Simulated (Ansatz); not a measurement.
The system is MgTl.

```
Tl Mg
1.0
     3.62800    0.00000    0.00000
     0.00000    3.62800    0.00000
     0.00000    0.00000    3.62800
Tl Mg
1 1
Direct
  0.50000 0.50000 0.50000
  0.00000 0.00000 0.00000
```

```yaml
Program: Ansatz 0.2.0
Task: relaxation of cell and atoms
Functional: RPBE
Potentials_or_basis: Ansatz PAW
Cutoff: "420 eV (not typed: the program's choice for these potentials)"
k_mesh: 7 × 7 × 7
Occupations: fermi-dirac, width 0.05 eV
Spin: no spin polarisation
```

At the start: volume 23.88 Å³/atom.

Where does the relaxation end?

It ends after 5 steps and the volume is 25.78 Å³/atom (+8.0 %); space group Pm-3m (No. 221, to 0.05 Å).

Step by step:
| step | energy change (eV) | largest force (eV/Å) | volume (Å³) |
| --- | --- | --- | --- |
| 1 | 0.0000 | 0.0000 | 47.75 |
| 2 | -0.0301 | 0.0000 | 50.96 |
| 3 | -0.0307 | 0.0000 | 51.45 |
| 4 | -0.0307 | 0.0000 | 51.57 |
| 5 | -0.0314 | 0.0000 | 51.57 |

Final structure:
```
Tl Mg
1.0
     3.72213    0.00000    0.00000
     0.00000    3.72213    0.00000
     0.00000    0.00000    3.72213
Tl Mg
1 1
Cartesian
  1.8611 1.8611 1.8611
  0.0000 0.0000 0.0000
```

Caveat: the plane-wave basis is chosen anew once the cell has moved, so the energies of steps on either side of that aren't comparable; the PAW data sets come from PBE, with cores solved anew for the run's functional, which leaves a small shift of forces and pressure.
